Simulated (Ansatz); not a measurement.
# CH5AlSe: small, medium and large basis sets

An exercise on one series of results from a longer session: the logs are not shown, and one member is left open.

Computed with Ansatz 0.2.0, Gaussian basis. Level: one geometry, several basis sets.

The runs, in order: PBE0-D4/def2-SVP; ωB97M-V/def2-SVP; PBE0-D4/def2-QZVPP; ωB97M-V/def2-QZVPP; the functionals' def2-TZVPP values are taken from earlier runs.

## The relaxed structure

An earlier PBE0-D4 in a triple-zeta def2 set relaxation fixed the geometry.

SMILES `C[Se][AlH2]`, 8 atoms, charge 0, spin multiplicity 1.

Atoms are counted from 1 here; the program's logs count them from 0.

Bond lengths: C1–Se2 1.964 Å, C1–H4 1.088 Å, C1–H5 1.088 Å, C1–H6 1.088 Å, Se2–Al3 2.299 Å, Al3–H7 1.585 Å, Al3–H8 1.581 Å. Angles: Se2–C1–H4 108.2°, Se2–C1–H5 108.2°, Se2–C1–H6 110.5°, H4–C1–H5 110.0°, H4–C1–H6 109.9°, H5–C1–H6 109.9°, C1–Se2–Al3 99.2°, Se2–Al3–H7 117.3°, Se2–Al3–H8 118.0°, H7–Al3–H8 124.7°.

Set-up of the first run:

The input, in.yaml:

```yaml
crystal:
  periodic: [false, false, false]
  atoms:
    - {symbol: C, position_ang: [-0.473501, 1.175824, -0.682168]}
    - {symbol: Se, position_ang: [-0.596310, 0.486906, 1.152948]}
    - {symbol: Al, position_ang: [0.590116, -1.465565, 0.893728]}
    - {symbol: H, position_ang: [0.013851, 2.147657, -0.647676]}
    - {symbol: H, position_ang: [-1.482705, 1.278934, -1.074606]}
    - {symbol: H, position_ang: [0.100202, 0.495145, -1.307894]}
    - {symbol: H, position_ang: [1.174370, -1.776077, -0.546664]}
    - {symbol: H, position_ang: [0.766076, -2.399824, 2.156732]}
basis:
  gaussian: {orbitals: def2-SVP}
hamiltonian: {xc: pbe0, dispersion: d4}
output: {orbitals: {seedname: orbitals}}
```

Started as:

```sh
ansatz run in.yaml --threads 2 --pin off --events-out ev --progress --plain --max-ram 20480MiB --backend cpu
```

Steps of the session up to this table: PBE0-D4 in def2-SVP; ωB97M-V in def2-SVP; PBE0-D4 in def2-QZVPP; ωB97M-V in def2-QZVPP.

One table of the session follows, with a row left open; its other results are not shown here.

It belongs to the step «Density functionals: the series». 

| functional | basis | HOMO (eV) | LUMO (eV) |
| --- | --- | --- | --- |
| PBE0-D4 | def2-SVP | -6.87 | -1.31 |
| PBE0-D4 | def2-TZVPP | -6.92 | -1.36 |
| PBE0-D4 | def2-QZVPP | ? | ? |
| ωB97M-V | def2-SVP | -8.93 | 0.38 |
| ωB97M-V | def2-TZVPP | -9.03 | 0.25 |
| ωB97M-V | def2-QZVPP | -9.04 | 0.09 |

Estimate the missing values for PBE0-D4, def2-QZVPP.

As computed: HOMO (eV): -6.93; LUMO (eV): -1.38. In the column «HOMO (eV)» it lies between ωB97M-V, def2-SVP (-8.93) and PBE0-D4, def2-TZVPP (-6.92).
